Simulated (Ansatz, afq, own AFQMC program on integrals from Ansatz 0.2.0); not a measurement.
# SiHBr (triplet): quantum Monte Carlo beside coupled cluster at distance Br1–H2 along a hydrogen transfer = 1.603 Å, cc-pVTZ

How near does AFQMC come to the top of the ladder for SiHBr (triplet)?

Computed with Ansatz 0.2.0, Gaussian basis, and an in-house AFQMC program (afq) on its integrals; all values are calculated. Level: cc-pVTZ, frozen cores.

The runs, in order: PBE (unrestricted); CCSD(T) on UHF; r2SCAN (unrestricted); PBE0 (unrestricted); B3LYP (unrestricted); CCSDT(Q) on UHF; wB97M-V (unrestricted); B2PLYP (unrestricted); Phaseless AFQMC, CISD trial on UHF.

## 1. The geometry

The geometry derives from fragments relaxed apart (PBE0/def2-TZVP) and kept rigid, so it is no stationary point. A hydrogen atom is moved between rigid fragments. No spin-orbit coupling is included. The filled d shell of Br may be among the frozen orbitals whatever the setting's name suggests; the logs give the count.

3 atoms, charge 0, spin multiplicity 3.

Atoms are counted from 1 here; the program's logs count them from 0.

Bond lengths: Br1–H2 1.603 Å, H2–Si3 1.684 Å. Angles: Br1–H2–Si3 180.0°.

## 2. PBE (unrestricted)

The input, in.yaml:

```yaml
crystal:
  periodic: [false, false, false]
  atoms:
    - {symbol: Br, position_ang: [0.000000, 0.000000, -1.630000]}
    - {symbol: H, position_ang: [0.000000, 0.000000, -0.027000]}
    - {symbol: Si, position_ang: [0.000000, 0.000000, 1.657000]}
basis:
  gaussian: {orbitals: cc-pVTZ}
magnetization: {spin_polarized: true, initial_magnetization: 2}
hamiltonian: {xc: {name: PBE}}
output: {orbitals: {seedname: orbitals}}
```

Started as:

```sh
> ansatz run in.yaml --threads 1 --pin off --events-out ev --progress --plain --max-ram 5632MiB --backend cpu
```

The program printed:

```text
Functional definition: PBE
  name "PBE"
  cite "Perdew, Burke & Ernzerhof, Phys. Rev. Lett. 77, 3865 (1996) doi:10.1103/PhysRevLett.77.3865"
  parent pbe
  parameter kappa = 0.804
  parameter beta = 0.06672455060314922
  exchange = pbe_x(kappa = kappa, mu = beta*pi^2/3)
  correlation = pbe_c(beta = beta)
709 factors; their error is unknown
mean field evaluation 1: about -77923.0346 eV, gradient 9.6e0 eV
mean field evaluation 2: about -77917.4881 eV, gradient 2.5e1 eV
mean field evaluation 4: about -77923.7204 eV, gradient 2.8e0 eV
mean field evaluation 8: about -77923.7724 eV, gradient 3.0e-2 eV
mean field evaluation 16: about -77923.7479 eV, gradient 8.5e-6 eV
mean field evaluation 32: about -77923.7479 eV, gradient 2.8e-4 eV
mean field evaluation 64: about -77923.3193 eV, gradient 7.6e-1 eV
mean field evaluation 96: about -77923.7480 eV, gradient 9.6e-2 eV
mean field -77923.74793539 eV, -2863.6449180123 hartree, gradient 9.2e-6 eV, S^2 2.005156; 9 other end points of the search recorded, 0 dependent functions left out
reference -77923.74796505 eV, -2863.6449191023 hartree; 26, 24 occupied and 65, 67 virtual orbitals, 709 factors
Total energy: -77923.74796505 eV, -2863.6449191023 hartree
```

Wall time 9 s (1 thread of AMD EPYC 7R13 (Zen 3), shared host); peak memory 1.7 GiB.

From the report: ⟨S²⟩ of the determinant 2.005 (pure triplet: 2.00).

## 3. CCSD(T) on UHF

in.yaml, as its differences from that of step 2:

```diff
@@ -9,3 +9,2 @@
 magnetization: {spin_polarized: true, initial_magnetization: 2}
-hamiltonian: {xc: {name: PBE}}
-output: {orbitals: {seedname: orbitals}}
+correlation: {method: ccsd_t, electrons: outside_noble_gas, hamiltonian_folder: ham}
```

Started as:

```sh
> ansatz run in.yaml --threads 1 --pin off --events-out ev --progress --plain --max-ram 16896MiB --backend cuda --devices 0, --max-vram 18GiB
```

The program printed, shortened:

```text
Functional definition: HF
  name "HF"
  cite "Fock, Z. Phys. 61, 126 (1930) doi:10.1007/BF01340294"
  parent pbe
[...]
565 factors; integrals over basis functions are off by at most 1.1e-3 eV
[...]
mean field -77875.66670447 eV, -2861.8779653663 hartree, gradient 1.7e-6 eV, S^2 2.037046; 13 other end points of the search recorded, 0 dependent functions left out
determinant -77875.66670447 eV, -2861.8779653663 hartree, with singles and doubles -77883.31983485 eV, -2862.1592127205 hartree
determinant -77875.17878237 eV, -2861.8600345601 hartree, with singles and doubles -77882.83994070 eV, -2862.1415769356 hartree
determinant -77872.78743996 eV, -2861.7721543473 hartree, with singles and doubles -77880.33293673 eV, -2862.0494462390 hartree
determinant -77872.74602321 eV, -2861.7706323099 hartree, with singles and doubles -77880.29297522 eV, -2862.0479776806 hartree
determinant -77872.35778496 eV, -2861.7563648173 hartree, with singles and doubles -77879.43755077 eV, -2862.0165414121 hartree
determinant -77872.34299192 eV, -2861.7558211832 hartree, with singles and doubles -77879.32600781 eV, -2862.0124422837 hartree
determinant -77875.66670447 eV, -2861.8779653663 hartree, with singles and doubles -77883.25773971 eV, -2862.1569307660 hartree
determinant -77875.17878237 eV, -2861.8600345601 hartree, with singles and doubles -77882.79409694 eV, -2862.1398922087 hartree
19 core orbitals not correlated: weight in the atoms' cores, before any rotation towards them, 1.000 or more for the frozen orbitals, at most 0.000 for the correlated occupied ones
reference -77875.66670447 eV, -2861.8779653663 hartree; 7, 5 occupied and 65, 67 virtual orbitals, 565 factors
second order -6.63521866 eV of doubles, -0.00000000 eV of singles
cycle   1  -7.59103382 eV  change    1.4e-6 eV  update   3.6e-6
perturbative correction -0.30917078 eV, -0.0113618165 hartree
Total energy: -77883.56690906 eV, -2862.1682925304 hartree
```

It took 9.5 s on 1 × NVIDIA H100 80GB HBM3 with 1 thread of AMD EPYC 7R13 (Zen 3), shared host; peak host memory 1.7 GiB.

From the report: ⟨S²⟩ of the determinant 2.037 (pure triplet: 2.00); correlation -7.9002 eV; T1 0.015; largest double amplitude 0.06.

This run also writes the integrals to the folder ham.

## 4. r2SCAN (unrestricted)

in.yaml, as its differences from that of step 3:

```diff
@@ -9,2 +9,2 @@
 magnetization: {spin_polarized: true, initial_magnetization: 2}
-correlation: {method: ccsd_t, electrons: outside_noble_gas, hamiltonian_folder: ham}
+hamiltonian: {xc: {name: r2SCAN}}
```

Started as:

```sh
> ansatz run in.yaml --threads 1 --pin off --events-out ev --progress --plain --max-ram 5632MiB --backend cpu
```

The program printed, shortened:

```text
Functional definition: r2SCAN
  name "r2SCAN"
  cite "Furness, Kaplan, Ning, Perdew & Sun, J. Phys. Chem. Lett. 11, 8208 (2020) doi:10.1021/acs.jpclett.0c02405"
  cite "Furness, Kaplan, Ning, Perdew & Sun, J. Phys. Chem. Lett. 11, 9248 (2020) doi:10.1021/acs.jpclett.0c03077"
  parent r2scan
[...]
709 factors; their error is unknown
[...]
mean field -77937.05800712 eV, -2864.1340541265 hartree, gradient 8.8e-6 eV, S^2 2.010271; 7 other end points of the search recorded, 0 dependent functions left out
reference -77937.05801715 eV, -2864.1340544949 hartree; 26, 24 occupied and 65, 67 virtual orbitals, 709 factors
Total energy: -77937.05801715 eV, -2864.1340544949 hartree
```

Run time: 19 s. Hardware: 1 thread of AMD EPYC 7R13 (Zen 3), shared host; peak memory 1.7 GiB.

From the report: ⟨S²⟩ of the determinant 2.010 (pure triplet: 2.00).

## 5. PBE0 (unrestricted)

in.yaml, as its differences from that of step 4:

```diff
@@ -9,2 +9,3 @@
 magnetization: {spin_polarized: true, initial_magnetization: 2}
-hamiltonian: {xc: {name: r2SCAN}}
+hamiltonian: {xc: {name: PBE0}}
+output: {orbitals: {seedname: orbitals}}
```

The command is unchanged.

The program printed:

```text
Functional definition: PBE0
  name "PBE0"
  cite "Adamo & Barone, J. Chem. Phys. 110, 6158 (1999) doi:10.1063/1.478522"
  cite "Perdew, Burke & Ernzerhof, Phys. Rev. Lett. 77, 3865 (1996) doi:10.1103/PhysRevLett.77.3865"
  parent pbe
  parameter a = 0.25
  parameter kappa = 0.804
  parameter beta = 0.06672455060314922
  exchange = (1 - a)*pbe_x(kappa = kappa, mu = beta*pi^2/3) + a*exact_x
  correlation = pbe_c(beta = beta)
565 factors; integrals over basis functions are off by at most 1.1e-3 eV
mean field evaluation 1: about -77926.1651 eV, gradient 7.9e0 eV
mean field evaluation 2: about -77926.0342 eV, gradient 9.9e0 eV
mean field evaluation 4: about -77926.7775 eV, gradient 6.0e-1 eV
mean field evaluation 8: about -77926.8052 eV, gradient 4.5e-2 eV
mean field evaluation 16: about -77926.8052 eV, gradient 4.5e-5 eV
mean field -77926.80521779 eV, -2863.7572710682 hartree, gradient 6.8e-6 eV, S^2 2.008500; 1 other end points of the search recorded, 0 dependent functions left out
reference -77926.80524024 eV, -2863.7572718932 hartree; 26, 24 occupied and 65, 67 virtual orbitals, 565 factors
Total energy: -77926.80524024 eV, -2863.7572718932 hartree
```

It took 4.5 s on 1 thread of AMD EPYC 7R13 (Zen 3), shared host; peak memory 1.7 GiB.

From the report: ⟨S²⟩ of the determinant 2.008 (pure triplet: 2.00).

## 6. B3LYP (unrestricted)

in.yaml, as its differences from that of step 5:

```diff
@@ -9,3 +9,2 @@
 magnetization: {spin_polarized: true, initial_magnetization: 2}
-hamiltonian: {xc: {name: PBE0}}
-output: {orbitals: {seedname: orbitals}}
+hamiltonian: {xc: {name: B3LYP}}
```

Same command.

The program printed, shortened:

```text
Functional definition: B3LYP
  name "B3LYP"
  cite "Stephens, Devlin, Chabalowski & Frisch, J. Phys. Chem. 98, 11623 (1994) doi:10.1021/j100096a001"
  cite "Becke, Phys. Rev. A 38, 3098 (1988) doi:10.1103/PhysRevA.38.3098"
  cite "Lee, Yang & Parr, Phys. Rev. B 37, 785 (1988) doi:10.1103/PhysRevB.37.785"
  cite "Vosko, Wilk & Nusair, Can. J. Phys. 58, 1200 (1980) doi:10.1139/p80-159"
[...]
565 factors; integrals over basis functions are off by at most 1.1e-3 eV
[...]
mean field -77939.67442006 eV, -2864.2302055284 hartree, gradient 2.0e-5 eV, S^2 2.005960; 3 other end points of the search recorded, 0 dependent functions left out
reference -77939.67461659 eV, -2864.2302127507 hartree; 26, 24 occupied and 65, 67 virtual orbitals, 565 factors
Total energy: -77939.67461659 eV, -2864.2302127507 hartree
```

Run time: 4.4 s. Hardware: 1 thread of AMD EPYC 7R13 (Zen 3), shared host; peak memory 1.7 GiB.

From the report: ⟨S²⟩ of the determinant 2.006 (pure triplet: 2.00).

## 7. CCSDT(Q) on UHF

in.yaml, as its differences from that of step 6:

```diff
@@ -9,2 +9,2 @@
 magnetization: {spin_polarized: true, initial_magnetization: 2}
-hamiltonian: {xc: {name: B3LYP}}
+correlation: {method: ccsdt_q, electrons: outside_noble_gas}
```

Started as:

```sh
> ansatz run in.yaml --threads 1 --pin off --events-out ev --progress --plain --max-ram 16896MiB --backend cuda --devices 0, --max-vram 18GiB
```

The program printed, shortened:

```text
Functional definition: HF
  name "HF"
  cite "Fock, Z. Phys. 61, 126 (1930) doi:10.1007/BF01340294"
  parent pbe
[...]
1011 factors; integrals over basis functions are off by at most 2.5e-7 eV
[...]
mean field -77875.66674397 eV, -2861.8779668181 hartree, gradient 7.6e-6 eV, S^2 2.037046; 13 other end points of the search recorded, 0 dependent functions left out
determinant -77875.66674397 eV, -2861.8779668181 hartree, with singles and doubles -77883.31989505 eV, -2862.1592149326 hartree
determinant -77875.17883584 eV, -2861.8600365252 hartree, with singles and doubles -77882.84001628 eV, -2862.1415797131 hartree
determinant -77872.78748148 eV, -2861.7721558731 hartree, with singles and doubles -77880.33300035 eV, -2862.0494485773 hartree
determinant -77872.74606478 eV, -2861.7706338376 hartree, with singles and doubles -77880.29303909 eV, -2862.0479800278 hartree
[...]
determinant -77872.34305194 eV, -2861.7558233887 hartree, with singles and doubles -77879.32607955 eV, -2862.0124449202 hartree
determinant -77875.66674397 eV, -2861.8779668181 hartree, with singles and doubles -77883.25777411 eV, -2862.1569320302 hartree
determinant -77875.17883584 eV, -2861.8600365252 hartree, with singles and doubles -77882.79414821 eV, -2862.1398940928 hartree
19 core orbitals not correlated: weight in the atoms' cores, before any rotation towards them, 1.000 or more for the frozen orbitals, at most 0.000 for the correlated occupied ones
reference -77875.66674397 eV, -2861.8779668181 hartree; 7, 5 occupied and 65, 67 virtual orbitals, 1011 factors
second order -6.63524875 eV of doubles, -0.00000000 eV of singles
cycle   1  -7.29781448 eV  change   -6.6e-1 eV  update   8.7e-2
[...]
cycle  20  -7.93845995 eV  change   -5.1e-7 eV  update   1.0e-6
perturbative correction -0.01503700 eV, -0.0005525997 hartree
Total energy: -77883.62024092 eV, -2862.1702524400 hartree
```

It took 36 s on 1 × NVIDIA H100 80GB HBM3 with 1 thread of AMD EPYC 7R13 (Zen 3), shared host; peak host memory 1.7 GiB.

From the report: ⟨S²⟩ of the determinant 2.037 (pure triplet: 2.00); correlation -7.9535 eV; T1 0.017; largest double amplitude 0.07.

## 8. wB97M-V (unrestricted)

in.yaml, as its differences from that of step 7:

```diff
@@ -9,2 +9,3 @@
 magnetization: {spin_polarized: true, initial_magnetization: 2}
-correlation: {method: ccsdt_q, electrons: outside_noble_gas}
+hamiltonian: {xc: {name: wB97M-V}}
+output: {orbitals: {seedname: orbitals}}
```

Started as:

```sh
> ansatz run in.yaml --threads 1 --pin off --events-out ev --progress --plain --max-ram 5632MiB --backend cpu
```

The program printed, shortened:

```text
Functional definition: wB97M-V
  name "wB97M-V"
  cite "Mardirossian & Head-Gordon, J. Chem. Phys. 144, 214110 (2016) doi:10.1063/1.4952647"
  cite "Becke, J. Chem. Phys. 107, 8554 (1997) doi:10.1063/1.475007"
  cite "Vydrov & Van Voorhis, J. Chem. Phys. 133, 244103 (2010) doi:10.1063/1.3521275"
  # Of w^i u^j: cxij and so on, Table III.
[...]
  gx(w, u) = 1 - cx + cx01*u + cx10*w
  gss(w, u) = css00 + css04*u^4 + css10*w + css20*w^2 + css43*w^4*u^3
  gos(w, u) = cos00 + cos10*w + (cos20 + cos21*u)*w^2 + (cos60 + cos61*u)*w^6
[...]
      + integral(e_c_pw_mod_opposite_spin*gos(b97_w_opposite, b97_u_opposite)) + vv10(b, c)
565 factors; integrals over basis functions are off by at most 1.1e-3 eV
124 factors; integrals over basis functions are off by at most 1.3e-4 eV
[...]
mean field -77933.55019539 eV, -2864.0051444229 hartree, gradient 1.1e-5 eV, S^2 2.006201; 1 other end points of the search recorded, 0 dependent functions left out
reference -77933.55022649 eV, -2864.0051455657 hartree; 26, 24 occupied and 65, 67 virtual orbitals, 565 factors
Total energy: -77933.55022649 eV, -2864.0051455657 hartree
```

It took 15 s on 1 thread of AMD EPYC 7R13 (Zen 3), shared host; peak memory 1.7 GiB.

From the report: ⟨S²⟩ of the determinant 2.006 (pure triplet: 2.00).

## 9. B2PLYP (unrestricted)

in.yaml, as its differences from that of step 8:

```diff
@@ -9,3 +9,3 @@
 magnetization: {spin_polarized: true, initial_magnetization: 2}
-hamiltonian: {xc: {name: wB97M-V}}
-output: {orbitals: {seedname: orbitals}}
+hamiltonian: {xc: {name: B2PLYP}}
+correlation: {electrons: outside_noble_gas}
```

Launched as before.

The program printed, shortened:

```text
Functional definition: B2PLYP
  name "B2PLYP"
  cite "Grimme, J. Chem. Phys. 124, 034108 (2006) doi:10.1063/1.2148954"
  cite "Becke, Phys. Rev. A 38, 3098 (1988) doi:10.1103/PhysRevA.38.3098"
  cite "Lee, Yang & Parr, Phys. Rev. B 37, 785 (1988) doi:10.1103/PhysRevB.37.785"
[...]
565 factors; integrals over basis functions are off by at most 1.1e-3 eV
[...]
mean field -77921.32112678 eV, -2863.5557344406 hartree, gradient 6.7e-6 eV, S^2 2.014810; 2 other end points of the search recorded, 0 dependent functions left out
19 core orbitals not correlated: weight in the atoms' cores, before any rotation towards them, 1.000 or more for the frozen orbitals, at most 0.000 for the correlated occupied ones
reference -77921.32125220 eV, -2863.5557390497 hartree; 7, 5 occupied and 65, 67 virtual orbitals, 565 factors
second order -8.22859335 eV of doubles, -0.00000000 eV of singles
Total energy: -77923.54297240 eV, -2863.6373857613 hartree
```

Run time: 6.5 s. Hardware: 1 thread of AMD EPYC 7R13 (Zen 3), shared host; peak memory 1.7 GiB.

From the report: ⟨S²⟩ of the determinant 2.015 (pure triplet: 2.00).

## 10. Phaseless AFQMC, CISD trial on UHF

It reads the integrals that the CCSD(T) run on this determinant wrote.

Started as:

```sh
> afq ham --method phaseless --trial cisd --walkers 2700 --populations 20 --least-time 60 --time-step 0.005 --steps-per-block 50 --equilibration-blocks 28 --max-blocks 4000 --target-error 0.00021 --factor-cut 1e-05 --start spin_pure --seed 8540 --release-times 0.24,0.51,0.99,1.62,2.4 --release-step 0.03 --release-every 3 --taylor-order 6
```

The program printed:

```text
orbitals 72  electrons 7 5  factors 495 of 565
reference energy -2861.87796537 Eh
CCSD correlation -0.27896547 Eh in 13 cycles, weight of the determinant in the CISD state 0.8554
energy of the start -2862.155402 Eh
 block  time / (1/Eh)  mean weight  energy / Eh
     1     0.250  0.9997  -2862.151982
     2     0.500  1.0001  -2862.154721
     3     0.750  1.0002  -2862.158089
     4     1.000  1.0000  -2862.161216
     5     1.250  0.9997  -2862.162801
     6     1.500  1.0002  -2862.164407
     7     1.750  0.9998  -2862.166248
     8     2.000  0.9999  -2862.167595
     9     2.250  1.0003  -2862.168007
    10     2.500  1.0004  -2862.168437
    11     2.750  1.0001  -2862.168110
    12     3.000  1.0001  -2862.169264
    13     3.250  1.0001  -2862.169417
    14     3.500  1.0004  -2862.169840
    15     3.750  1.0000  -2862.169442
    16     4.000  0.9996  -2862.169925
    17     4.250  1.0000  -2862.170827
    18     4.500  0.9999  -2862.169964
    19     4.750  1.0001  -2862.169491
    20     5.000  0.9998  -2862.170080
    21     5.250  0.9998  -2862.170508
    22     5.500  0.9999  -2862.170525
    23     5.750  0.9994  -2862.170173
    24     6.000  0.9999  -2862.169409
    25     6.250  0.9999  -2862.169209
    26     6.500  1.0001  -2862.168537
    27     6.750  0.9996  -2862.169869
    28     7.000  0.9998  -2862.169040
    29     7.250  0.9999  -2862.169148
    30     7.500  0.9999  -2862.168875
    31     7.750  1.0001  -2862.169424
    32     8.000  1.0004  -2862.169939
    33     8.250  0.9996  -2862.168963
    34     8.500  1.0001  -2862.169852
    35     8.750  0.9998  -2862.170256
    36     9.000  1.0001  -2862.171100
    37     9.250  0.9996  -2862.169796
    38     9.500  1.0000  -2862.170199
    39     9.750  0.9994  -2862.169589
    40    10.000  1.0000  -2862.170675
    41    10.250  1.0001  -2862.170592
    42    10.500  0.9999  -2862.169976
    43    10.750  1.0000  -2862.169432
    44    11.000  0.9999  -2862.169131
    45    11.250  0.9995  -2862.168036
    46    11.500  1.0000  -2862.169534
    47    11.750  0.9997  -2862.169618
    48    12.000  0.9998  -2862.169297
    49    12.250  0.9998  -2862.169773
    50    12.500  1.0001  -2862.169020
    51    12.750  1.0004  -2862.169486
    52    13.000  1.0001  -2862.169424
    53    13.250  1.0004  -2862.169291
    54    13.500  1.0003  -2862.169203
    55    13.750  1.0001  -2862.169223
    56    14.000  0.9998  -2862.170325
    57    14.250  0.9998  -2862.170247
    58    14.500  0.9999  -2862.170292
    59    14.750  0.9999  -2862.170127
    60    15.000  1.0001  -2862.170566
    61    15.250  0.9998  -2862.170102
    62    15.500  0.9999  -2862.170276
    63    15.750  0.9998  -2862.170269
    64    16.000  1.0000  -2862.170508
    65    16.250  0.9998  -2862.169048
    66    16.500  1.0002  -2862.168770
    67    16.750  0.9997  -2862.168835
    68    17.000  0.9997  -2862.170240
    69    17.250  1.0000  -2862.169696
    70    17.500  1.0003  -2862.169341
    71    17.750  1.0000  -2862.168894
    72    18.000  0.9998  -2862.169468
    73    18.250  1.0003  -2862.169260
    74    18.500  0.9998  -2862.169287
    75    18.750  0.9996  -2862.168589
    76    19.000  1.0001  -2862.169209
    77    19.250  0.9999  -2862.169751
    78    19.500  0.9999  -2862.170106
error from the spread of 20 populations
released: time / (1/Eh)  energy / Eh  error  mean overlap
  0.24  -2862.169808  0.000142  0.9968
  0.51  -2862.169907  0.000128  0.9924
  0.99  -2862.170779  0.001027  0.9895
  1.62  -2862.170012  0.000218  0.9880
  2.40  -2862.170251  0.000222  0.9902
energy -2862.169641 +/- 0.000173 Eh
```

Wall time 1.8 min (1 × NVIDIA H100 80GB HBM3 with 2 threads of AMD EPYC 7R13 (Zen 3), shared host); peak host memory 1.7 GiB.

Energy -77883.6036 ± 0.0047 eV. Caveats: constraint bias not in the error.

## 11. All levels side by side

On the UHF determinant, counted from CCSDT(Q) (a yardstick, not exact):

| level | energy (eV) | from CCSDT(Q) (kJ/mol) | statistical error (kJ/mol) | time |
| --- | --- | --- | --- | --- |
| HF | -77875.6667 | +767.4 |  |  |
| MP2 | -77882.3019 | +127.2 |  |  |
| CCSD | -77883.2577 | +35.0 |  |  |
| CCSD(T) | -77883.5669 | +5.1 |  |  |
| CCSDT(Q) | -77883.6202 | 0.0 |  |  |
| Phaseless AFQMC, CISD trial, step 0.005, 2700 walkers | -77883.6036 | +1.6 | 0.5 | 1.8 min |

The functionals' totals stand on their own zeros and serve differences with other points: PBE -77923.748 eV; r2SCAN -77937.058 eV; PBE0 -77926.805 eV; B3LYP -77939.675 eV; wB97M-V -77933.550 eV; B2PLYP -77923.543 eV.

## 12. Summary of results

```
                                        quantity              value
                    CCSD(T) on UHF from CCSDT(Q)        +5.1 kJ/mol
Phaseless AFQMC, CISD trial on UHF from CCSDT(Q)  +1.6 ± 0.5 kJ/mol
```

What this shows: On UHF the phaseless walk with the CISD trial lies +1.6 kJ/mol from CCSDT(Q), 4 times its error bar. Error bars are statistical and leave out the constraint, the time step and what remains of the start.
